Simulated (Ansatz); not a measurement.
**H₇NOSiSn: one species, many methods**

Aim: compute H₇NOSiSn with functionals from several rungs and with coupled cluster. The yardstick is the atomisation energy at the CCSD(T) limit.

The runs use Ansatz 0.2.0, Gaussian basis; functionals in def2-TZVPP, the program's frozen cores in correlated methods.

Plan: PBE-D4, r2SCAN-D4, PBE0-D4, B3LYP-D4, ωB97X-V, ωB97M-V, B2PLYP; CCSD(T)/def2-TZVPP; MP2/def2-QZVPP; extrapolation to the limit.

### 1 The geometry

An earlier PBE0-D4 in a triple-zeta def2 set relaxation fixed the geometry. Sn takes the def2 core potential; no spin-orbit term is included.

SMILES `N[SiH2][O][SnH3]`, 11 atoms, charge 0, spin multiplicity 1.

Atoms are counted from 1 here; the program's logs count them from 0.

Bond lengths: N1–Si2 1.722 Å, N1–H5 1.007 Å, N1–H6 1.006 Å, Si2–O3 1.628 Å, Si2–H7 1.489 Å, Si2–H8 1.486 Å, O3–Sn4 1.971 Å, Sn4–H9 1.705 Å, Sn4–H10 1.704 Å, Sn4–H11 1.703 Å. Angles: Si2–N1–H5 122.0°, Si2–N1–H6 120.3°, H5–N1–H6 111.4°, N1–Si2–O3 110.9°, N1–Si2–H7 105.2°, N1–Si2–H8 111.8°, O3–Si2–H7 111.4°, O3–Si2–H8 107.0°, H7–Si2–H8 110.7°, Si2–O3–Sn4 125.6°, O3–Sn4–H9 108.4°, O3–Sn4–H10 107.8°, O3–Sn4–H11 102.9°, H9–Sn4–H10 112.7°, H9–Sn4–H11 112.3°, H10–Sn4–H11 112.2°.

### 2 PBE-D4 (GGA)

Contents of in.yaml:

```yaml
crystal:
  periodic: [false, false, false]
  atoms:
    - {symbol: N, position_ang: [0.325715, 1.584957, -0.324263]}
    - {symbol: Si, position_ang: [-1.125305, 0.667080, -0.457009]}
    - {symbol: O, position_ang: [-0.823086, -0.923314, -0.288858]}
    - {symbol: Sn, position_ang: [0.756645, -1.705221, 0.592319]}
    - {symbol: H, position_ang: [0.925797, 1.752917, -1.114968]}
    - {symbol: H, position_ang: [0.400164, 2.322664, 0.355871]}
    - {symbol: H, position_ang: [-2.006372, 1.170049, 0.632201]}
    - {symbol: H, position_ang: [-1.773062, 0.847547, -1.782568]}
    - {symbol: H, position_ang: [0.944018, -0.963885, 2.115882]}
    - {symbol: H, position_ang: [2.097672, -1.457469, -0.429085]}
    - {symbol: H, position_ang: [0.343114, -3.352326, 0.721078]}
basis:
  gaussian: {orbitals: def2-TZVPP}
hamiltonian: {xc: pbe, dispersion: d4}
output: {forces: true, orbitals: {seedname: orbitals}}
```

The run is started by

```bash
$ ansatz run in.yaml --threads 4 --pin off --events-out ev --progress --plain --max-ram 10444MiB
```

After this run come: r2SCAN-D4 (meta-GGA); PBE0-D4 (hybrid); B3LYP-D4 (hybrid); ωB97X-V (range-separated); ωB97M-V (range-separated); B2PLYP (double hybrid); CCSD(T) in def2-TZVPP; MP2 in def2-QZVPP.

Before running them: what should the planned runs give, taken together? Wanted: atomisation energy, CCSD(T)/CBS; farthest; mean size of error, hybrid; mean size of error, range-separated; gap, smallest and largest; T1 diagnostic; triples share of the correlation energy.

As calculated:

| quantity | value |
| --- | --- |
| atomisation energy, CCSD(T)/CBS | 3448.0 kJ/mol |
| functionals within 34.5 kJ/mol (1.0 %) | ωB97X-V, ωB97M-V |
| farthest | PBE0-D4 (-89.2 kJ/mol) |
| mean size of error, hybrid | 62.0 kJ/mol |
| mean size of error, range-separated | 11.4 kJ/mol |
| gap, smallest and largest | 5.04 eV (PBE-D4), 11.55 eV (ωB97X-V) |
| T1 diagnostic | 0.0130 |
| triples share of the correlation energy | 3.2 % |

PBE-D4 misses by -39.8 kJ/mol. Double hybrids carry the basis error of their MP2 part in triple zeta, and no dispersion term here, so their miss is partly the set-up's. Misses under about 34.5 kJ/mol are within the doubt on the reference itself, which lacks core-valence correlation, spin-orbit coupling and higher excitations, and its outer-core shells are covered unevenly. All levels share the lack of spin-orbit coupling, which lowers the free heavy atoms and so the true binding. Hartree-Fock recovers 70 % of the binding; the rest is correlation. The gap grows from 5.0 to 11.5 eV across the functionals, mostly with the share of exact exchange. Correlated methods include outer-core shells of Sn, which these sets cover unevenly.
